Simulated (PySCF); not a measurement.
FBSClH, in a box:

```
F B S Cl H
1.0
    13.00000    0.00000    0.00000
     0.00000   12.00000    0.00000
     0.00000    0.00000   11.00000
F B S Cl H
1 1 1 1 1
Cartesian
  6.0103 5.0122 6.4618
  6.1152 6.0278 5.6273
  7.5999 7.0297 5.5359
  4.7640 6.4031 4.5819
  8.2620 6.3472 6.4861
```

Base run:

- Program: PySCF 2.14.0
- Functional: M06
- Dispersion: D4
- Potentials or basis: pob-tzvp-rev2 (all-electron)
- k mesh: 1 × 1 × 1
- Occupations: fixed
- Spin: no spin polarisation

Its results: gap between the frontier levels 8.14 eV.

The run is repeated on the same cell with these changes: functional from M06 to revTPSS. What comes out?

Gap between the frontier levels 6.14 eV.

M06 gives the wider gap, since exact exchange removes part of the self-interaction.

Caveats: this is a molecule in a periodic box at the Γ point, so its band gap is the HOMO-LUMO gap; the basis of atomic orbitals isn't converged, which shifts pressures, moduli and gaps; this basis is made for solids and lacks diffuse functions, so gaps of a molecule come out too wide by an eV or more.

